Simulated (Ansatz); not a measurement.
# UPBE/6-311+G(d,p) run of CH4AlO2 (SMILES C[O][Al][OH])

Aim: the energy change on altering one bond length of CH4AlO2 at UPBE/6-311+G**, from 2 runs. 

Program for the calculation: Ansatz 0.2.0.

37 further runs of the same task are left out: 37 set aside as unsound or not needed.

### Step 1. The system as given

CH4AlO2 has 8 atoms, charge 0, and is taken as a doublet. As SMILES, `C[O][Al][OH]`. The coordinates come from a PBE0-D4/def2-TZVP relaxation. This is one conformer, not always the lowest.

Bond lengths: C1–O2 1.394 Å, O2–Al3 1.683 Å, Al3–O4 1.701 Å, C1–H5 1.097 Å, C1–H6 1.095 Å, C1–H7 1.095 Å, O4–H8 0.956 Å. Angles: C1–O2–Al3 139.7°, O2–Al3–O4 116.5°, O2–C1–H5 112.7°, O2–C1–H6 110.1°, O2–C1–H7 110.0°, Al3–O4–H8 121.5°, H5–C1–H6 108.0°, H5–C1–H7 108.0°, H6–C1–H7 107.9°.

### Step 2. A single-point energy at UPBE/6-311+G(d,p)

Contents of run.yaml:

```yaml
crystal:
  periodic: [false, false, false]
  atoms:
    - symbol: C
      position_ang: [0.292700, 1.365900, -0.669900]
    - symbol: O
      position_ang: [-0.035800, 0.282500, 0.144300]
    - symbol: Al
      position_ang: [-0.062600, -1.399600, 0.093000]
    - symbol: O
      position_ang: [-0.601900, -2.191900, 1.497900]
    - symbol: H
      position_ang: [0.661200, 1.058300, -1.655900]
    - symbol: H
      position_ang: [-0.585400, 2.002400, -0.820800]
    - symbol: H
      position_ang: [1.070000, 1.971500, -0.192500]
    - symbol: H
      position_ang: [-0.646300, -3.146000, 1.548200]
basis:
  gaussian:
    orbitals: 6-311+G_st__st_-spherical.json
magnetization:
  spin_polarized: true
  initial_magnetization: 1
hamiltonian:
  xc: pbe
accuracy: high
output: {orbitals: {seedname: orbitals}}
```

The basis set 6-311+G** is read from a file made from the Basis Set Exchange's data (not shown).

Command:

```console
$ ansatz run run.yaml --threads 1 --pin off --max-ram 3480MiB --events-out events.jsonl --progress --plain --runs-dir runs
```

The log of the run:

```text
Warning: RAYON_NUM_THREADS=1 ignored (pool sized by the plan → 1); use --threads N
Functional definition: PBE
  name "PBE"
  parameter kappa = 0.804
  parameter beta = 0.06672455060314922
  exchange = pbe_x(kappa = kappa, mu = beta*pi^2/3)
  correlation = pbe_c(beta = beta)
2227 factors; integrals over basis functions are off by at most 2.0e-8 eV
mean field evaluation 1: about -11768.2466 eV, gradient 7.0e1 eV
mean field evaluation 2: about -11563.7392 eV, gradient 1.9e2 eV
mean field evaluation 4: about -11783.9318 eV, gradient 2.8e1 eV
mean field evaluation 8: about -11786.7009 eV, gradient 5.0e-1 eV
mean field evaluation 16: about -11786.7028 eV, gradient 9.8e-5 eV
mean field -11786.70277214 eV, -433.1533375620 hartree, gradient 1.5e-8 eV, S^2 0.751937; 0 other end points of the search recorded, 0 dependent functions left out
reference -11786.70277881 eV, -433.1533378071 hartree; 20, 19 occupied and 100, 101 virtual orbitals, 2227 factors
Total energy: -11786.70277881 eV, -433.1533378071 hartree
```

Wall time 10 s (1 thread of Arm Neoverse V2, shared host); peak memory 0.38 GiB.

### Step 3. The distorted shape

Contents of molecule.yaml:

```yaml
crystal:
  periodic: [false, false, false]
  atoms:
    - {symbol: C, position_ang: [0.686908, 2.666005, -1.646959]}
    - {symbol: O, position_ang: [-0.035800, 0.282500, 0.144300]}
    - {symbol: Al, position_ang: [-0.062600, -1.399600, 0.093000]}
    - {symbol: O, position_ang: [-0.601900, -2.191900, 1.497900]}
    - {symbol: H, position_ang: [1.055408, 2.358405, -2.632959]}
    - {symbol: H, position_ang: [-0.191192, 3.302505, -1.797859]}
    - {symbol: H, position_ang: [1.464208, 3.271605, -1.169559]}
    - {symbol: H, position_ang: [-0.646300, -3.146000, 1.548200]}
basis:
  gaussian:
    orbitals: 6-311+G_st__st_-spherical.json
total_charge: 0
magnetization:
  spin_polarized: true
  initial_magnetization: 1
hamiltonian:
  xc: pbe
accuracy: high
output: {orbitals: {seedname: orbitals}}
```

The basis set 6-311+G** is read from a file made from the Basis Set Exchange's data (not shown).

Command:

```console
$ ansatz run molecule.yaml --threads 1 --pin off --max-ram 3480MiB --events-out events.jsonl --progress --plain --runs-dir runs
```

The log of the run (excerpt; [...] marks lines left out):

```text
Warning: RAYON_NUM_THREADS=1 ignored (pool sized by the plan → 1); use --threads N
[... 2 set-up lines as earlier in the session ...]
[...]
2184 factors; integrals over basis functions are off by at most 4.9e-8 eV
[...]
mean field -11782.93958706 eV, -433.0150430611 hartree, gradient 6.8e-8 eV, S^2 0.839329; 10 other end points of the search recorded, 0 dependent functions left out
reference -11782.93959466 eV, -433.0150433405 hartree; 20, 19 occupied and 100, 101 virtual orbitals, 2184 factors
Total energy: -11782.93959466 eV, -433.0150433405 hartree
```

Run time: 24 s. Hardware: 1 thread of Arm Neoverse V2, shared host; peak memory 0.39 GiB.

### Step 4. What came out

Level: UPBE/6-311+G**.

| quantity | value |
| --- | --- |
| first shape: total energy | -433.15334 Eh |
| first shape: HOMO energy (highest over α and β) | -4.87 eV |
| first shape: LUMO energy (lowest over α and β) | -3.40 eV |
| first shape: ⟨S²⟩ | 0.752 |
| distorted shape: total energy | -433.01504 Eh |
| distorted shape: HOMO energy (highest over α and β) | -5.23 eV |
| distorted shape: LUMO energy (lowest over α and β) | -4.84 eV |
| distorted shape: ⟨S²⟩ | 0.839 |
| energy change with the C1–O2 bond stretched from 1.394 to 3.068 Å | 3.763 eV |

With the C1–O2 bond stretched from 1.394 to 3.068 Å the energy rises by 3.76 eV (87 kcal/mol). The first shape isn't relaxed at this level, so the change isn't measured from a minimum.
